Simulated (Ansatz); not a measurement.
**CH₄As (doublet): wave-function methods side by side at a displaced geometry (v1), cc-pVDZ**

Aim: climb from Hartree-Fock through coupled cluster for CH₄As (doublet) at one geometry and basis, and see what each rung misses.

Computed with Ansatz 0.2.0, Gaussian basis. Level: cc-pVDZ, core rule «outside noble gas», up to 15 orbitals frozen.

Plan: UHF; CCSD(T) on ROHF; CCSD(T) on UHF; BCCD(T) on ROHF; CISD; CCSDT(Q) on ROHF; CCSDT(Q) on UHF.

19 further runs of the same task are left out: 1 for a known fault of the program, 7 that didn't finish, 11 set aside as unsound or not needed.

### 1 What is computed

The geometry is a PBE0/def2-TZVP stationary point (not a proven minimum) with its atoms shifted at random (size 0.040 Å). No spin-orbit coupling is included. The filled d shell of As may be among the frozen orbitals whatever the setting's name suggests; the logs give the count.

6 atoms, charge 0, spin multiplicity 2.

Atoms are counted from 1 here; the program's logs count them from 0.

Bond lengths: C1–As2 1.978 Å, C1–H3 1.015 Å, C1–H4 1.064 Å, C1–H5 0.990 Å, As2–H6 1.534 Å. Angles: As2–C1–H3 108.4°, As2–C1–H4 108.7°, As2–C1–H5 107.7°, H3–C1–H4 107.2°, H3–C1–H5 108.6°, H4–C1–H5 116.1°, C1–As2–H6 95.7°.

### 2 UHF

in.yaml reads:

```yaml
crystal:
  periodic: [false, false, false]
  atoms:
    - {symbol: C, position_ang: [0.002247, -0.018503, 1.642042]}
    - {symbol: As, position_ang: [0.001414, 0.023939, -0.335466]}
    - {symbol: H, position_ang: [-0.836962, -0.497402, 1.952626]}
    - {symbol: H, position_ang: [-0.053399, 0.980676, 2.004697]}
    - {symbol: H, position_ang: [0.790557, -0.544037, 1.930939]}
    - {symbol: H, position_ang: [-0.032073, -1.498148, -0.519283]}
basis:
  gaussian: {orbitals: cc-pVDZ}
magnetization: {spin_polarized: true, initial_magnetization: 1}
hamiltonian: {xc: hf}
output: {orbitals: {seedname: orbitals}}
```

Launch:

```console
$ ansatz run in.yaml --threads 1 --pin off --events-out ev --progress --plain --max-ram 2393MiB
```

The runs that follow: CCSD(T) on ROHF; CCSD(T) on UHF; BCCD(T) on ROHF; CISD; CCSDT(Q) on ROHF; CCSDT(Q) on UHF.

**Question.** What will the summary of the whole plan be? Wanted: UCCSDT(Q) below the RHF energy; RMP2 from UCCSDT(Q); UMP2 from UCCSDT(Q); RCCSD from UCCSDT(Q); RCCSD(T) from UCCSDT(Q); UCCSD(T) from UCCSDT(Q); RCCSDT(Q) from UCCSDT(Q); T1 diagnostic.

As calculated:

| quantity | value |
| --- | --- |
| UCCSDT(Q) below the RHF energy | -7.7974 eV |
| RMP2 from UCCSDT(Q) | +1188.3 meV |
| UMP2 from UCCSDT(Q) | +1197.2 meV |
| RCCSD from UCCSDT(Q) | +227.6 meV |
| RCCSD(T) from UCCSDT(Q) | +34.5 meV |
| UCCSD(T) from UCCSDT(Q) | +31.7 meV |
| RCCSDT(Q) from UCCSDT(Q) | +3.0 meV |
| levels within 1 kcal/mol (43 meV) | RCCSD(T), UCCSD(T), BCCD(T), RCCSDT, UCCSDT, RCCSDT(Q) |
| T1 diagnostic | 0.014 |

**Reading.** RCCSD(T) misses by +34.5 meV, 0.4 % of the correlation energy. These misses are within one basis, not against nature; the frozen cores of restricted and unrestricted runs differ, which can shift their rows.
